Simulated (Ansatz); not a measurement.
# GaHCl2O (SMILES [OH][Ga]([Cl])[Cl]): SVWN5/def2-SVP

What is the energy change on altering one bond length of GaHCl2O at SVWN5/def2-SVP? 

The results are computed with Ansatz 0.2.0.

79 further runs of the same task are left out: 79 set aside as unsound or not needed. Runs told in other sessions of the task aren't counted.

## Step 1: The structure to begin with

GaHCl2O has 5 atoms, charge 0, and is taken as a singlet. As SMILES, `[OH][Ga]([Cl])[Cl]`. The shape is that of a PBE0-D4/def2-TZVP optimisation.

Bond lengths: O1–Ga2 1.765 Å, Ga2–Cl3 2.109 Å, Ga2–Cl4 2.123 Å, O1–H5 0.961 Å. Angles: O1–Ga2–Cl3 118.8°, O1–Ga2–Cl4 120.6°, Cl3–Ga2–Cl4 120.6°, Ga2–O1–H5 112.9°.

## Step 2: The energy at SVWN5/def2-SVP

File input.yaml:

```yaml
crystal:
  periodic: [false, false, false]
  atoms:
    - {symbol: O, position_ang: [0.254500, 1.354600, 0.245900]}
    - {symbol: Ga, position_ang: [0.118500, -0.394500, 0.056800]}
    - {symbol: Cl, position_ang: [1.500000, -1.634900, 1.057700]}
    - {symbol: Cl, position_ang: [-1.407900, -1.236300, -1.155800]}
    - {symbol: H, position_ang: [-0.415200, 1.837400, -0.246000]}
basis:
  gaussian: {orbitals: def2-SVP}
hamiltonian: {xc: {name: SVWN5}}
accuracy: high
output: {orbitals: {seedname: orbitals}}
```

On the command line:

```
$ ansatz run input.yaml --threads 1 --pin off --max-ram 3480MiB --events-out events.jsonl --progress --plain --runs-dir runs
```

What it wrote:

```text
Warning: RAYON_NUM_THREADS=1 ignored (pool sized by the plan → 1); use --threads N
Functional definition: SVWN5
  name "SVWN5"
  exchange = slater_x
  correlation = vwn5_c
1675 factors; integrals over basis functions are off by at most 6.0e-9 eV
mean field evaluation 1: about -79289.6134 eV, gradient 6.7e1 eV
mean field evaluation 2: about -79194.2328 eV, gradient 1.9e2 eV
mean field evaluation 4: about -79296.1853 eV, gradient 2.0e1 eV
mean field evaluation 8: about -79296.9225 eV, gradient 3.3e-1 eV
mean field evaluation 16: about -79296.9227 eV, gradient 2.4e-5 eV
mean field -79296.92270986 eV, -2914.1081602028 hartree, gradient 3.6e-8 eV, S^2 0.000000; 0 other end points of the search recorded, 0 dependent functions left out
reference -79296.92271313 eV, -2914.1081603229 hartree; 37, 37 occupied and 50, 50 virtual orbitals, 1675 factors
Total energy: -79296.92271313 eV, -2914.1081603229 hartree
```

Run time: 3.3 s. Hardware: 1 thread of Arm Neoverse V2, shared host; peak memory 0.19 GiB.

## Step 3: The distorted shape

File in.yaml:

```yaml
crystal:
  periodic: [false, false, false]
  atoms:
    - {symbol: O, position_ang: [0.589329, 1.113215, 0.491835]}
    - {symbol: Ga, position_ang: [0.453329, -0.635885, 0.302735]}
    - {symbol: Cl, position_ang: [1.834829, -1.876285, 1.303635]}
    - {symbol: Cl, position_ang: [-1.073071, -1.477685, -0.909865]}
    - {symbol: H, position_ang: [-0.415200, 1.837400, -0.246000]}
basis:
  gaussian: {orbitals: def2-SVP}
accuracy: high
hamiltonian: {xc: {name: SVWN5}}
output: {orbitals: {seedname: orbitals}}
```

On the command line:

```
$ ansatz run in.yaml --threads 1 --pin off --max-ram 3480MiB --events-out events.jsonl --progress --plain --runs-dir runs
```

What it wrote:

```text
Warning: RAYON_NUM_THREADS=1 ignored (pool sized by the plan → 1); use --threads N
Functional definition: SVWN5
  name "SVWN5"
  exchange = slater_x
  correlation = vwn5_c
1680 factors; integrals over basis functions are off by at most 1.1e-8 eV
mean field evaluation 1: about -79286.6013 eV, gradient 6.8e1 eV
mean field evaluation 2: about -79167.3654 eV, gradient 1.9e2 eV
mean field evaluation 4: about -79294.2415 eV, gradient 1.6e1 eV
mean field evaluation 8: about -79294.7830 eV, gradient 6.7e-1 eV
mean field evaluation 16: about -79294.7847 eV, gradient 5.6e-4 eV
mean field -79294.78470477 eV, -2914.0295899647 hartree, gradient 4.1e-8 eV, S^2 0.000000; 0 other end points of the search recorded, 0 dependent functions left out
reference -79294.78470806 eV, -2914.0295900858 hartree; 37, 37 occupied and 50, 50 virtual orbitals, 1680 factors
Total energy: -79294.78470806 eV, -2914.0295900858 hartree
```

It took 3.3 s on 1 thread of Arm Neoverse V2, shared host; peak memory 0.19 GiB.

## Step 4: Outcome

Level: SVWN5/def2-SVP.

```
                                                         quantity           value
                                        first shape: total energy  -2914.10816 Eh
                                         first shape: HOMO energy        -7.78 eV
                                         first shape: LUMO energy        -2.54 eV
                                       first shape: HOMO–LUMO gap         5.24 eV
                                    distorted shape: total energy  -2914.02959 Eh
                                     distorted shape: HOMO energy        -7.47 eV
                                     distorted shape: LUMO energy        -3.63 eV
                                   distorted shape: HOMO–LUMO gap         3.84 eV
energy change with the O1–H5 bond stretched from 0.961 to 1.442 Å        2.138 eV
```

What this shows: With the O1–H5 bond stretched from 0.961 to 1.442 Å the energy rises by 2.14 eV (49 kcal/mol). The first shape isn't relaxed at this level, so the change isn't measured from a minimum.
